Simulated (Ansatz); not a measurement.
# TiAl: the cost of one run

Method: DFT r2SCAN, scalar-relativistic, plane waves, PAW, in Ansatz 0.2.0.

2 further runs of the same task are left out: 1 that didn't finish, 1 set aside as unsound or not needed.

## 1. The system as given

Symmetry: P4/mmm, No. 123, tetragonal system. The conventional cell has a = 2.811 Å, b = 2.811 Å, c = 4.065 Å, α = 90.00°, β = 90.00°, γ = 90.00°. Around Ti (site symmetry 4/mmm) lie 4 Ti at 2.81 Å and 8 Al at 2.84 Å. Around Al (site symmetry 4/mmm) lie 4 Al at 2.81 Å and 8 Ti at 2.84 Å.

Coordinates:

```
Ti Al
1.0
     2.81056    0.00000    0.00000
     0.00000    2.81056    0.00000
     0.00000    0.00000    4.06500
Ti Al
1 1
Direct
  0.00000 0.00000 0.00000
  0.50000 0.50000 0.50000
```

It is the result of an earlier relaxation at this level (volume 16.06 Å³/atom; gap on the mesh: none (metal)).

## 2. The bulk in the cell of the plane

Input file input.yaml:

```yaml
crystal:
  lattice:
    - [2.810562101, 0.0, 0.0]
    - [0.0, 4.9420127935, 0.0]
    - [0.0, 1.5983890883, 2.3117983575]
  atoms:
    - { symbol: Ti, position: [0.0, 0.0, 0.0] }
    - { symbol: Al, position: [0.5, 0.5, 0.0] }
basis:
  ecutwfc: 500
kpoints:
  mp_grid: { grid: [12, 7, 15] }
hamiltonian:
  xc: r2scan
scf:
  occupations: { method: gaussian, width: 0.1 }
output:
  forces: true
  stress: true
  eigenvalues: true
```

On the command line:

```
> ansatz run input.yaml --threads 1 --pin off --max-ram 2560MiB --backend cpu --events-out ev --progress --plain --runs-dir out
```

**Question.** How long does this run take on 1 thread of Intel Xeon Platinum 8259CL at 2.50GHz (Skylake/Cascade Lake), shared host, and how much memory does it need?

About 19 s, with a peak of 0.6 GiB.
